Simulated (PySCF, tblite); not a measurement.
# C₃H₁₀B₂S₂: geometry, infrared bands and NMR shifts

Wanted: the infrared bands and NMR shifts of C₃H₁₀B₂S₂ (`CSBB(C)SC`), by calculation.

Computed with tblite 0.8.0 and PySCF 2.14.0, with density-fitted response routines of our own, on a single molecule in the gas phase. Atoms are numbered from 0 throughout.

**1. Starting geometry**

17 atoms, charge 0, multiplicity 1; geometry from: force field or distance geometry start.

Bonds of the start (Å): C0–S1 1.82, S1–B2 1.87, B2–B3 1.66, B3–C4 1.61, B3–S5 1.89, S5–C6 1.82, C0–H7 1.12, C0–H8 1.11, C0–H9 1.11, B2–H10 1.19, C4–H11 1.11, C4–H12 1.11, C4–H13 1.11, C6–H14 1.11, C6–H15 1.10, C6–H16 1.12.

**2. Relaxing the molecule with GFN2-xTB**

The job: settings as JSON, then the geometry in Å.

```
{"job": {"kind": "relax", "xc": "GFN2-xTB", "basis": "xTB"}, "charge": 0, "multiplicity": 1}
C      2.514400     1.032500     0.024000
S      2.564100    -0.582100    -0.808100
B      0.861300    -0.421100    -1.561400
B     -0.497900    -0.953600    -0.769800
C     -0.370500    -1.670100     0.664300
S     -2.203200    -0.720700    -1.546200
C     -2.473100     0.904100    -0.766800
H      1.668200     1.074700     0.749900
H      3.458400     1.191900     0.579900
H      2.387500     1.842900    -0.723000
H      0.731000     0.096100    -2.622400
H     -1.377800    -1.963300     1.028100
H      0.088700    -0.966700     1.392200
H      0.266500    -2.576600     0.562200
H     -3.468800     1.295900    -1.073500
H     -1.695400     1.622500    -1.073600
H     -2.460500     0.805700     0.346200
```

Started as:

```console
$ OMP_NUM_THREADS=1 python probes_run.py task.json out
```

This one command runs all jobs of the session in turn.

**Question.** This job is followed by: GFN2-xTB harmonic vibrations, gas phase; GIAO PBE0/pcSseg-1 NMR shielding, non-relativistic, gas phase. What will the session give for the following? strongest single infrared mode (GFN2-xTB); zero-point energy (GFN2-xTB); 13C shifts against TMS (PBE0/pcSseg-1); 1H shifts against TMS (PBE0/pcSseg-1, means over atoms taken as alike); 33S shifts against CS2 (PBE0/pcSseg-1); 11B shifts against BF3·OEt2 (PBE0/pcSseg-1); surface potential, 1st and 99th percentile.

As calculated:

| quantity | value |
| --- | --- |
| strongest single infrared mode (GFN2-xTB) | 2596 cm⁻¹, 95 km/mol |
| zero-point energy (GFN2-xTB) | 81.1 kcal/mol |
| 13C shifts against TMS (PBE0/pcSseg-1) | 21.0, 20.2, 12.1 ppm |
| 1H shifts against TMS (PBE0/pcSseg-1, means over atoms taken as alike) | 8.35, 2.22, 2.12, 1.03 ppm |
| 33S shifts against CS2 (PBE0/pcSseg-1) | 116, 82 ppm |
| 11B shifts against BF3·OEt2 (PBE0/pcSseg-1) | 83.0, 78.7 ppm |
| surface potential, 1st and 99th percentile | -0.71 V and 0.95 V |

What this shows: Over 225 steps the energy fell by 1.923 eV; of the close pairs, S1–B2 changed most, 1.869 to 1.763 Å. No mode is imaginary among the 45: a minimum at this level. The strongest single mode, at 2596 cm⁻¹, moves mainly H10. GFN2-xTB is a fitted tight-binding method: band positions and strengths are rough. Its intensities can rank the bands wrongly. At PBE0/pcSseg-1: Shielding is most anisotropic at S1 (span 497 ppm, paramagnetic term -670 ppm). At PBE0/pcSseg-1, counted by nearest atom on the grid, the HOMO lies on S5 69 %; B3 11 %, the LUMO on B2 46 %; S1 17 %.
